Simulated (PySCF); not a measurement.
# C₃H₈Si: electronic excitations and core binding energies

What electronic excitations and core binding energies should C₃H₈Si (`C=CC[SiH3]`) show?

The runs use PySCF 2.14.0, with density-fitted response routines of our own; the level of theory stands in each step. All values are computed, except where a source is named. Atoms are numbered from 0 throughout.

### Step 1. Starting geometry

12 atoms, charge 0, multiplicity 1; geometry from: GFN2-xTB.

Bonds of the start (Å): C0–C1 1.32, C1–C2 1.49, C2–Si3 1.91, C0–H4 1.08, C0–H5 1.08, C1–H6 1.08, C2–H7 1.09, C2–H8 1.09, Si3–H9 1.46, Si3–H10 1.46, Si3–H11 1.46.

### Step 2. TDDFT and polarisability: B3LYP/def2-SVPD

The job: settings as JSON, then the geometry in Å.

```
{"job": {"kind": "uv", "xc": "B3LYP", "basis": "def2-SVPD", "nstates": 8, "ntriplets": 3}, "charge": 0, "multiplicity": 1}
C      1.563787    -1.257508     0.421140
C      1.020557    -0.055748     0.497626
C      0.122312     0.537082    -0.527463
Si    -1.691741     0.550831     0.072087
H      2.193169    -1.651872     1.200445
H      1.403003    -1.897341    -0.431403
H      1.199896     0.562159     1.368587
H      0.194414    -0.027086    -1.458292
H      0.433595     1.561960    -0.738098
H     -2.118422    -0.820681     0.348351
H     -2.522342     1.140163    -0.980256
H     -1.797031     1.357355     1.289509
```

With the program's defaults for keys left out, this is: TDDFT B3LYP/def2-SVPD, vertical, gas phase, core orbitals frozen in the response.

Started as:

```bash
OMP_NUM_THREADS=1 python probes_run.py task.json out
```

This one command runs all jobs of the session in turn.

**Question.** This job is followed by: delta-SCF UKS SCAN, pcX-2 on the ionised atom, pcseg-1 elsewhere, spin-free X2C. What will the session give for the following? lowest singlet (B3LYP/def2-SVPD); brightest of those computed; lowest triplet; C1s binding energies; Si1s binding energies; Si2p binding energies.

**Answer**, as computed:

```
                        quantity                               value
lowest singlet (B3LYP/def2-SVPD)         6.37 eV (195 nm), f = 0.001
     brightest of those computed         state 2, 6.69 eV, f = 0.387
                  lowest triplet                             4.37 eV
            C1s binding energies  C1 290.53, C2 290.31, C0 289.84 eV
           Si1s binding energies                      Si3 1846.27 eV
           Si2p binding energies                       Si3 106.77 eV
```

In words: The first singlet state (HOMO→LUMO+1 0.98) lies at 6.37 eV and is dark; the strongest absorption computed is state 2 at 6.69 eV. The lowest triplet lies 2.00 eV below the lowest singlet (triplets in Tamm-Dancoff, singlets in full TDDFT). C1 (alkene CH) binds its C1s electron 0.69 eV more tightly than C0 (terminal =CH2 carbon).
